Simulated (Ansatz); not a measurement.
# Cd (bcc type): a single-point run

Wanted: a converged single-point run for Cd (bcc type), and a check of what comes out.

Program: Ansatz 0.2.0. Level of theory: DFT, PBEsol, all-electron PAW with datasets made for the crystal, scalar-relativistic. These are calculated values, not measurements.

### 1 The structure to begin with

The structure is cubic, space group Im-3m (No. 229). Conventional cell: a = 3.496 Å, b = 3.496 Å, c = 3.496 Å, α = 90.00°, β = 90.00°, γ = 90.00°. Cd (site symmetry m-3m) has 8 Cd at 3.03 Å in its first shell of neighbours.

Structure file:

```cif
data_structure
_symmetry_space_group_name_H-M 'Im-3m'
_symmetry_Int_Tables_number 229
_cell_length_a 3.4961
_cell_length_b 3.4961
_cell_length_c 3.4961
_cell_angle_alpha 90.000
_cell_angle_beta 90.000
_cell_angle_gamma 90.000
_cell_volume 42.73
loop_
_atom_site_label
_atom_site_type_symbol
_atom_site_symmetry_multiplicity
_atom_site_Wyckoff_symbol
_atom_site_fract_x
_atom_site_fract_y
_atom_site_fract_z
_atom_site_occupancy
Cd1 Cd 2 a 0.00000 0.00000 0.00000 1
```

### 2 Input and run

Contents of input.yaml:

```yaml
crystal:
  lattice:
    - [-1.7480464373, 1.7480464373, 1.7480464373]
    - [1.7480464373, -1.7480464373, 1.7480464373]
    - [1.7480464373, 1.7480464373, -1.7480464373]
  atoms:
    - { symbol: Cd, position: [0.0, 0.0, 0.0] }
kpoints:
  mp_grid: { grid: [15, 15, 15] }
scf:
  occupations: { method: fermi_dirac, width: 2.0 }
  max_iter: 60
hamiltonian:
  xc: pbesol
  pseudopotentials: { kind: all_electron, datasets: crystal }
output:
  forces: true
  stress: true
  eigenvalues: true
```

On the command line:

```console
$ ansatz run input.yaml --threads 1 --pin off --max-ram 2048MiB --backend cpu --events-out ev --progress --plain --runs-dir out
```

What happens when this is run?

The run converged and reported no error, with warnings (crystal datasets made, printed levels off). That alone doesn't make the input a sound one.

The suspect setting: scf.occupations.width is 2.0. A smearing this wide moves electrons out of filled levels into empty ones. A Fermi-Dirac width of 2 eV is an electron temperature of 23200 K.

Run again and compare: set scf.occupations.width to 0.1.
